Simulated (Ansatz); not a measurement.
TiSn:

```
Ti Sn
1.0
     0.00000    2.80055    2.80055
     2.80055    0.00000    2.80055
     2.80055    2.80055    0.00000
Ti Sn
1 1
Direct
  0.00000 0.00000 0.00000
  0.50000 0.50000 0.50000
```

The cell was built by a generator and needn't be a form met in nature.

```yaml
Program: Ansatz 0.2.0
Task: relaxation of cell and atoms
Functional: PBEsol0
Potentials_or_basis: Ansatz PAW
Cutoff: "420 eV (not typed: the program's choice for these potentials)"
k_mesh: 4 × 4 × 4
Occupations: fermi-dirac, width 0.05 eV
Spin: no spin polarisation
```

At the start: volume 21.96 Å³/atom.

**Question.** Where does the relaxation end?

**Answer.** It ends after 5 steps and the volume is 20.62 Å³/atom (-6.1 %); space group Fm-3m (No. 225, to 0.05 Å).

The path:
```csv
step,energy change (eV),largest force (eV/Å),volume (Å³)
1,0.0000,0.0000,43.93
2,-0.0500,0.0000,41.58
3,-0.0510,0.0000,41.20
4,-0.0510,0.0000,41.23
5,-0.0503,0.0000,41.23
```

Final structure:
```
Ti Sn
1.0
     0.00000    2.74205    2.74205
     2.74205    0.00000    2.74205
     2.74205    2.74205    0.00000
Ti Sn
1 1
Cartesian
  0.0000 0.0000 0.0000
  2.7420 2.7420 2.7420
```

Caveat: the k mesh is coarse (spacing up to 0.49 Å⁻¹), so the values aren't converged, least of all with exact exchange; the plane-wave basis is chosen anew once the cell has moved, so the energies of steps on either side of that aren't comparable; the PAW data sets come from PBE, with cores solved anew for the run's functional, which leaves a small shift of forces and pressure.
